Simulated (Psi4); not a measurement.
# One shape, several levels: C6H12Cl4Si4 (SMILES Cl[Si@]12C[Si@]3(Cl)C[Si@](Cl)(C1)C[Si@](Cl)(C2)C3)

Aim: a comparison of 6 runs (BP86/STO-3G, B3LYP/6-31G*, PBE0/6-31G*, BLYP/def2-SVP, PBE0/def2-SVP) of C6H12Cl4Si4. 

The calculation is run with Psi4 1.11.

## Step 1: The system as given

C6H12Cl4Si4 has 26 atoms, charge 0, and is taken as a singlet. SMILES: `Cl[Si@]12C[Si@]3(Cl)C[Si@](Cl)(C1)C[Si@](Cl)(C2)C3`. The shape is that of a GFN2-xTB optimisation. This is one conformer, not always the lowest.

Some bond lengths: Cl1–Si2 2.037 Å, Si2–C3 1.902 Å, C3–Si4 1.902 Å, Si4–Cl5 2.037 Å, Si4–C6 1.902 Å, C6–Si7 1.902 Å, Si7–Cl8 2.037 Å, Si2–C9 1.902 Å, Si7–C9 1.902 Å, Si7–C10 1.902 Å, C10–Si11 1.902 Å, Si11–Cl12 2.037 Å, Si2–C13 1.902 Å, Si11–C13 1.902 Å, Si4–C14 1.902 Å, Si11–C14 1.902 Å. Some angles: Cl1–Si2–C3 110.4°, Cl1–Si2–C9 110.4°, Cl1–Si2–C13 110.3°, C3–Si2–C9 108.5°, C3–Si2–C13 108.6°, C9–Si2–C13 108.6°, Si2–C3–Si4 111.3°, C3–Si4–Cl5 110.4°, C3–Si4–C6 108.6°, C3–Si4–C14 108.6°.

## Step 2: Energy and forces at BP86/STO-3G (run 1)

File input.inp:

```
memory 3300 mb

molecule m {
  0 1
  Cl    -3.958350     0.104350     0.009330
  Si    -1.922420     0.050410     0.004260
  C     -1.217650     1.720010    -0.573960
  Si     0.684520     1.698540    -0.586800
  Cl     1.409200     3.497440    -1.208930
  C      1.266940     0.311990    -1.751750
  Si     0.602260    -1.381130    -1.194740
  Cl     1.239530    -2.844260    -2.460270
  C     -1.298580    -1.308930    -1.171240
  C      1.218140    -1.720050     0.572930
  Si     0.635310    -0.367820     1.777430
  Cl     1.308570    -0.757280     3.659720
  C     -1.265970    -0.312810     1.752480
  C      1.297410     1.309620     1.171540
  H     -1.591910     1.954950    -1.568760
  H     -1.574370     2.517640     0.075150
  H      0.940640     0.521650    -2.768830
  H      2.354740     0.289490    -1.785690
  H     -1.674800    -1.129820    -2.176870
  H     -1.701880    -2.273770    -0.869010
  H      2.305040    -1.779710     0.581360
  H      0.863020    -2.692720     0.908640
  H     -1.623920     0.444610     2.447490
  H     -1.668150    -1.259180     2.109540
  H      0.986940     2.098240     1.854580
  H      2.385750     1.308560     1.192410
  symmetry c1
}

set {
  basis                STO-3G
  reference            rks
  puream               true
  e_convergence        1e-09
  d_convergence        1e-08
  scf_type             pk
  dft_radial_points    99
  dft_spherical_points 590
}

e, wfn = gradient('bp86', return_wfn=True)
oeprop(wfn, 'MAYER_INDICES', 'MULLIKEN_CHARGES', 'DIPOLE', title='BP86')
print_variables()
```

Started as:

```
$ psi4 -i input.inp -o input.out -n 1
```

input.out:

```text
[...]
  Running in c1 symmetry.
[...]
  Nuclear repulsion = 2029.806281510168901
[...]
  Multiplicity = 1
[...]
  Nalpha       = 86
  Nbeta        = 86
[...]
    Number of basis functions: 114
[...]
   @RKS iter   1: -3198.63721891331261   -4.98434e+00   5.21577e-03 ADIIS/DIIS
[...]
   @RKS iter  10: -3198.92427073296358   -4.09273e-12   4.68324e-10 DIIS
[...]
  @RKS Final Energy: -3198.92427073296358
   => Energetics <=
    Nuclear Repulsion Energy =           2029.8062815101689011
    One-Electron Energy =               -8475.3820085281276988
    Two-Electron Energy =                3480.7304574685922489
    DFT Exchange-Correlation Energy =    -234.0790011835976259
    Empirical Dispersion Energy =           0.0000000000000000
    VV10 Nonlocal Energy =                  0.0000000000000000
    Total Energy =                      -3198.9242707329635778
[...]
  -Total Gradient:
     Atom            X                  Y                   Z
    ------   -----------------  -----------------  -----------------
       1        0.038298860672    -0.000993366052    -0.000063501198
       2       -0.047213570012     0.001266902831     0.000077928711
       3       -0.008763979066     0.012315490759    -0.004114294542
       4        0.016809900226     0.041706997677    -0.014400227984
       5       -0.013610144972    -0.033783855952     0.011679902062
       6        0.009122892045     0.002233122603    -0.012531835080
       7        0.014712691613    -0.033891544036    -0.029323470057
       8       -0.011975203732     0.027459361083     0.023752057955
       9       -0.009309766977    -0.009394471450    -0.008426680855
      10        0.008787470042    -0.012308773023     0.004067926031
      11        0.015514728531    -0.009096864443     0.043692256769
      12       -0.012656051047     0.007324559859    -0.035377112985
[...]
 Multipole Moments:
 ------------------------------------------------------------------------------------
     Multipole            Electronic (a.u.)      Nuclear  (a.u.)        Total (a.u.)
 ------------------------------------------------------------------------------------
 L = 1.  Multiply by 2.5417464519 to convert [e a0] to [Debye]
 Dipole X            :         -0.0030743            0.0029304           -0.0001440
 Dipole Y            :          0.0003311           -0.0004369           -0.0001058
 Dipole Z            :          0.0003143            0.0001737            0.0004880
 Magnitude           :                                                    0.0005197
[...]
```

Wall time 72 s (1 thread of Intel Xeon Platinum 8488C (Sapphire Rapids), shared host); peak memory 1.6 GiB.

## Step 3: Energy and forces at B3LYP/6-31G(d) (density fitting, spherical functions) (run 2)

File c6h12cl4si4.inp:

```
memory 3.3 GB

molecule {
  0 1
  Cl    -3.958350     0.104350     0.009330
  Si    -1.922420     0.050410     0.004260
  C     -1.217650     1.720010    -0.573960
  Si     0.684520     1.698540    -0.586800
  Cl     1.409200     3.497440    -1.208930
  C      1.266940     0.311990    -1.751750
  Si     0.602260    -1.381130    -1.194740
  Cl     1.239530    -2.844260    -2.460270
  C     -1.298580    -1.308930    -1.171240
  C      1.218140    -1.720050     0.572930
  Si     0.635310    -0.367820     1.777430
  Cl     1.308570    -0.757280     3.659720
  C     -1.265970    -0.312810     1.752480
  C      1.297410     1.309620     1.171540
  H     -1.591910     1.954950    -1.568760
  H     -1.574370     2.517640     0.075150
  H      0.940640     0.521650    -2.768830
  H      2.354740     0.289490    -1.785690
  H     -1.674800    -1.129820    -2.176870
  H     -1.701880    -2.273770    -0.869010
  H      2.305040    -1.779710     0.581360
  H      0.863020    -2.692720     0.908640
  H     -1.623920     0.444610     2.447490
  H     -1.668150    -1.259180     2.109540
  H      0.986940     2.098240     1.854580
  H      2.385750     1.308560     1.192410
  symmetry c1
  no_reorient
  no_com
}

set {
  basis                6-31G*
  reference            rks
  puream               true
  e_convergence        1e-09
  d_convergence        1e-08
  scf_type             df
  dft_radial_points    99
  dft_spherical_points 590
}

e_tot, wfn = gradient('b3lyp', return_wfn=True)
oeprop(wfn, 'DIPOLE', 'LOWDIN_CHARGES', 'MAYER_INDICES')
```

Started as:

```
$ psi4 -n 1 c6h12cl4si4.inp c6h12cl4si4.out
```

c6h12cl4si4.out:

```text
[...]
  Running in c1 symmetry.
[...]
  Nuclear repulsion = 2029.806281510169129
[...]
  Multiplicity = 1
[...]
  Nalpha       = 86
  Nbeta        = 86
[...]
    Number of basis functions: 252
[...]
   @DF-RKS iter   1: -3233.89235110290383    1.00897e+00   5.66467e-03 ADIIS/DIIS
[...]
   @DF-RKS iter  10: -3234.95849812388542   -8.59472e-11   8.13472e-09 DIIS
[...]
  @DF-RKS Final Energy: -3234.95849812388542
   => Energetics <=
    Nuclear Repulsion Energy =           2029.8062815101691285
    One-Electron Energy =               -8513.2924246239381318
    Two-Electron Energy =                3437.4295941058467179
    DFT Exchange-Correlation Energy =    -188.9019491159635322
    Empirical Dispersion Energy =           0.0000000000000000
    VV10 Nonlocal Energy =                  0.0000000000000000
    Total Energy =                      -3234.9584981238854198
[...]
  -Total Gradient:
     Atom            X                  Y                   Z
    ------   -----------------  -----------------  -----------------
       1        0.020573703702    -0.000533838861    -0.000035122635
       2       -0.028661453568     0.000772841779     0.000053814571
       3       -0.004897331774     0.006868931507    -0.002301715342
       4        0.010210689863     0.025324454516    -0.008738774412
       5       -0.007314219509    -0.018150034191     0.006262841235
       6        0.005107752474     0.001246526396    -0.006980106154
       7        0.008908885405    -0.020574505072    -0.017801229963
       8       -0.006437502045     0.014745423781     0.012755244996
       9       -0.005193610765    -0.005245866602    -0.004712712588
      10        0.004923732229    -0.006859195328     0.002257966498
      11        0.009408354047    -0.005530494709     0.026532916247
      12       -0.006796521889     0.003938388536    -0.019010826351
[...]
 Multipole Moments:
 ------------------------------------------------------------------------------------
     Multipole            Electronic (a.u.)      Nuclear  (a.u.)        Total (a.u.)
 ------------------------------------------------------------------------------------
 L = 1.  Multiply by 2.5417464519 to convert [e a0] to [Debye]
 Dipole X            :          0.0367999           -0.0370953           -0.0002954
 Dipole Y            :         -0.0059192            0.0059904            0.0000712
 Dipole Z            :          0.0013889           -0.0008315            0.0005574
 Magnitude           :                                                    0.0006348
[...]
```

Run time: 2.6 min. Hardware: 1 thread of Intel Xeon Platinum 8488C (Sapphire Rapids), shared host; peak memory 2.8 GiB.

Runs 3 to 5 aren't shown in full; the table further down has their settings and results.

## Step 4: Energy and gradient at PBE0/def2-SVP (density fitting) (run 6)

File calc.inp:

```
memory 3300 mb

molecule system {
  Cl
  Si 1 r2
  C 2 r3 1 a3
  Si 3 r4 2 a4 1 d4
  Cl 4 r5 3 a5 2 d5
  C 4 r6 3 a6 2 d6
  Si 6 r7 4 a7 3 d7
  Cl 7 r8 6 a8 4 d8
  C 2 r9 3 a9 4 d9
  C 7 r10 6 a10 4 d10
  Si 10 r11 7 a11 6 d11
  Cl 11 r12 10 a12 7 d12
  C 11 r13 10 a13 7 d13
  C 4 r14 6 a14 7 d14
  H 3 r15 2 a15 9 d15
  H 3 r16 15 a16 2 d16
  H 6 r17 7 a17 10 d17
  H 6 r18 17 a18 4 d18
  H 9 r19 2 a19 3 d19
  H 9 r20 19 a20 2 d20
  H 10 r21 7 a21 6 d21
  H 10 r22 21 a22 11 d22
  H 13 r23 11 a23 10 d23
  H 13 r24 23 a24 11 d24
  H 14 r25 4 a25 6 d25
  H 14 r26 25 a26 11 d26

  r2 = 2.036651
  r3 = 1.902263
  a3 = 110.35713
  r4 = 1.902334
  a4 = 111.26022
  d4 = 179.94575
  r5 = 2.036725
  a5 = 110.35704
  d5 = -179.98576
  r6 = 1.902326
  a6 = 108.57194
  d6 = 58.95092
  r7 = 1.902292
  a7 = 111.25001
  d7 = -58.8695
  r8 = 2.036769
  a8 = 110.37174
  d8 = 179.93882
  r9 = 1.90231
  a9 = 108.53281
  d9 = -58.97706
  r10 = 1.902323
  a10 = 108.51378
  d10 = -59.00246
  r11 = 1.902377
  a11 = 111.25455
  d11 = 58.98827
  r12 = 2.036657
  a12 = 110.36283
  d12 = 179.98401
  r13 = 1.902239
  a13 = 108.57018
  d13 = 58.89682
  r14 = 1.902276
  a14 = 108.5654
  d14 = 58.96945
  r15 = 1.088529
  a15 = 109.86731
  d15 = 62.93255
  r16 = 1.088488
  a16 = 105.9117
  d16 = -118.65018
  r17 = 1.088522
  a17 = 109.89407
  d17 = 179.07907
  r18 = 1.088562
  a18 = 105.92645
  d18 = -118.6376
  r19 = 1.088537
  a19 = 109.8738
  d19 = -62.96955
  r20 = 1.088536
  a20 = 105.91996
  d20 = 118.64579
  r21 = 1.088569
  a21 = 109.89
  d21 = -62.92485
  r22 = 1.08853
  a22 = 105.92489
  d22 = -118.62205
  r23 = 1.088509
  a23 = 109.90285
  d23 = 179.10593
  r24 = 1.088511
  a24 = 105.90388
  d24 = 118.61874
  r25 = 1.088511
  a25 = 109.87693
  d25 = 179.22735
  r26 = 1.088541
  a26 = 105.89329
  d26 = -118.67264
  units angstrom
  symmetry c1
  no_reorient
  no_com
}

set {
  basis                def2-SVP
  puream               true
  e_convergence        1e-09
  d_convergence        1e-08
  scf_type             df
  dft_radial_points    99
  dft_spherical_points 590
}

E = gradient("pbe0")
```

Started as:

```
$ psi4 -n 1 calc.inp calc.out
```

calc.out:

```text
[...]
  Running in c1 symmetry.
[...]
  Nuclear repulsion = 2029.806269912782227
[...]
  Multiplicity = 1
[...]
  Nalpha       = 86
  Nbeta        = 86
[...]
    Number of basis functions: 288
[...]
   @DF-RKS iter   1: -3231.60328580781606    1.11208e+00   4.65112e-03 ADIIS/DIIS
[...]
   @DF-RKS iter  10: -3232.54054320905743   -1.45519e-11   4.70221e-09 DIIS
[...]
  @DF-RKS Final Energy: -3232.54054320905743
   => Energetics <=
    Nuclear Repulsion Energy =           2029.8062699127822270
    One-Electron Energy =               -8511.9147026659320545
    Two-Electron Energy =                3425.4755386828464907
    DFT Exchange-Correlation Energy =    -175.9076491387542660
    Empirical Dispersion Energy =           0.0000000000000000
    VV10 Nonlocal Energy =                  0.0000000000000000
    Total Energy =                      -3232.5405432090574323
[...]
 Multipole Moments:
 ------------------------------------------------------------------------------------
     Multipole            Electronic (a.u.)      Nuclear  (a.u.)        Total (a.u.)
 ------------------------------------------------------------------------------------
 L = 1.  Multiply by 2.5417464519 to convert [e a0] to [Debye]
 Dipole X            :          0.0004403            0.0000554            0.0004957
 Dipole Y            :         -0.0002924            0.0003998            0.0001074
 Dipole Z            :         -0.0032785            0.0029434           -0.0003351
 Magnitude           :                                                    0.0006079
[...]
  -Total Gradient:
     Atom            X                  Y                   Z
    ------   -----------------  -----------------  -----------------
       1        0.000023870879    -0.000005652561     0.016620478860
       2       -0.000007834322    -0.000019919835    -0.028373483560
       3       -0.000019708518    -0.014059892226    -0.009975987168
       4        0.000024145106    -0.026746367773     0.009458441342
       5       -0.000013214248     0.015632325411    -0.005524039024
       6       -0.012142803134    -0.007026991611     0.010002320312
       7       -0.023151065258     0.013349879014     0.009394535491
       8        0.013527899090    -0.007800495087    -0.005534924777
       9       -0.012222090681     0.007028003753    -0.009943158889
      10       -0.000024763766     0.014029895875     0.010000498896
      11        0.023178913368     0.013438100706     0.009388844593
      12       -0.013554654798    -0.007837682807    -0.005530335247
[...]
```

Run time: 2.9 min. Hardware: 1 thread of Intel Xeon Platinum 8488C (Sapphire Rapids), shared host; peak memory 2.9 GiB.

## Step 5: Overview of the runs

```
run                                                level  integrals  integral approximation   energy (Eh)  dipole moment (D)  HOMO energy (eV)  LUMO energy (eV)  wall time
  1                                          BP86/STO-3G         pk                    none  -3198.924271               0.00             -5.17              1.62       72 s
  2  B3LYP/6-31G* (density fitting, spherical functions)         df       program's default  -3234.958498               0.00             -7.90             -0.69    2.6 min
  3   PBE0/6-31G* (density fitting, spherical functions)         df       program's default  -3233.496049               0.00             -8.20             -0.65      2 min
  4  B3LYP/6-31G* (density fitting, Cartesian functions)         df       program's default  -3234.982000               0.00             -7.90             -0.69    2.9 min
  5                      BLYP/def2-SVP (density fitting)         df       program's default  -3233.665278               0.00             -6.54             -0.97    3.2 min
  6                      PBE0/def2-SVP (density fitting)         df       program's default  -3232.540543               0.00             -8.12             -0.54    2.9 min
```

## Step 6: Results

```
                       quantity           value
            run 6: total energy  -3232.54054 Eh
           run 6: dipole moment          0.00 D
             run 6: HOMO energy        -8.12 eV
             run 6: LUMO energy        -0.54 eV
           run 6: HOMO–LUMO gap         7.58 eV
run 6: largest force on an atom      1.460 eV/Å
```

What this shows: The HOMO–LUMO gap runs from 5.58 eV (BLYP/def2-SVP) to 7.58 eV (PBE0/def2-SVP). Totals of different functionals can't be ranked against each other. In run 1 the basis is minimal, so the values are rough. All runs together took 15 min, the longest 3.2 min.
